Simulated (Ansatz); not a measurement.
# AlAsH4 (triplet): wave-function methods side by side, cc-pVDZ

The task here is to estimate one member of a computed series from the others.

Method: cc-pVDZ, core rule «outside noble gas», up to 19 orbitals frozen; program: Ansatz 0.2.0, Gaussian basis.

The runs, in order: UHF; CCSD(T) on ROHF; CCSD(T) on UHF; BCCD(T) on ROHF; CISD; CCSDT(Q) on ROHF; CCSDT(Q) on UHF.

25 further runs of the same task are left out: 1 for a known fault of the program, 13 that didn't finish, 11 set aside as unsound or not needed.

## The system

The geometry is a PBE0/def2-TZVP stationary point (not a proven minimum). No spin-orbit coupling is included. The filled d shell of As may be among the frozen orbitals whatever the setting's name suggests; the logs give the count.

6 atoms, charge 0, spin multiplicity 3.

Atoms are counted from 1 here; the program's logs count them from 0.

Bond lengths: Al1–As2 2.581 Å, Al1–H3 1.654 Å, Al1–H4 1.596 Å, As2–H5 1.515 Å, As2–H6 1.519 Å. Angles: As2–Al1–H3 68.2°, As2–Al1–H4 107.6°, H3–Al1–H4 115.2°, Al1–As2–H5 104.4°, Al1–As2–H6 109.8°, H5–As2–H6 94.7°.

The first run:

File in.yaml:

```yaml
crystal:
  periodic: [false, false, false]
  atoms:
    - {symbol: Al, position_ang: [0.058135, 0.092227, 1.881599]}
    - {symbol: As, position_ang: [0.016062, -0.047512, -0.695616]}
    - {symbol: H, position_ang: [-1.091638, 1.087023, 1.230058]}
    - {symbol: H, position_ang: [-0.486338, -1.297543, 2.448035]}
    - {symbol: H, position_ang: [0.248803, 1.377499, -1.155199]}
    - {symbol: H, position_ang: [-1.420944, -0.104175, -1.185263]}
basis:
  gaussian: {orbitals: cc-pVDZ}
magnetization: {spin_polarized: true, initial_magnetization: 2}
hamiltonian: {xc: hf}
output: {orbitals: {seedname: orbitals}}
```

Launch:

```sh
> ansatz run in.yaml --threads 1 --pin off --events-out ev --progress --plain --max-ram 2393MiB
```

Among the steps run: UHF; CCSD(T) on ROHF; CCSD(T) on UHF; BCCD(T) on ROHF; CISD; CCSDT(Q) on ROHF; CCSDT(Q) on UHF.

One of the session's tables, all rows but one given; the rest of the session is left out.

```
   method  from UCCSDT(Q) (kJ/mol)
     ROHF                   +578.3
      UHF                   +565.2
     RMP2                   +128.3
     UMP2                   +128.7
     CISD                    +65.7
    RCCSD                    +18.5
    UCCSD                    +18.0
 RCCSD(T)                     +4.1
 UCCSD(T)                     +4.0
  BCCD(T)                     +4.0
   RCCSDT                     +0.8
   UCCSDT                     +0.6
RCCSDT(Q)                        ?
UCCSDT(Q)                        0
```

Estimate the missing values for RCCSDT(Q).

**Answer.** from UCCSDT(Q) (kJ/mol): +0.2. In the column «from UCCSDT(Q) (kJ/mol)» it lies between UCCSDT(Q) (0) and UCCSDT (+0.6).

With the free atoms at the same levels and basis (separate runs), the atomisation energy is 10.643 eV at UCCSDT(Q), 10.634 eV at RCCSD(T), 10.618 eV at UCCSD(T), 7.988 eV at ROHF.

Caveats from the session: Restricted and unrestricted rows rest on different reference determinants; where their highest levels disagree by more than a few hundredths of an eV, they describe different states and don't form one ladder.
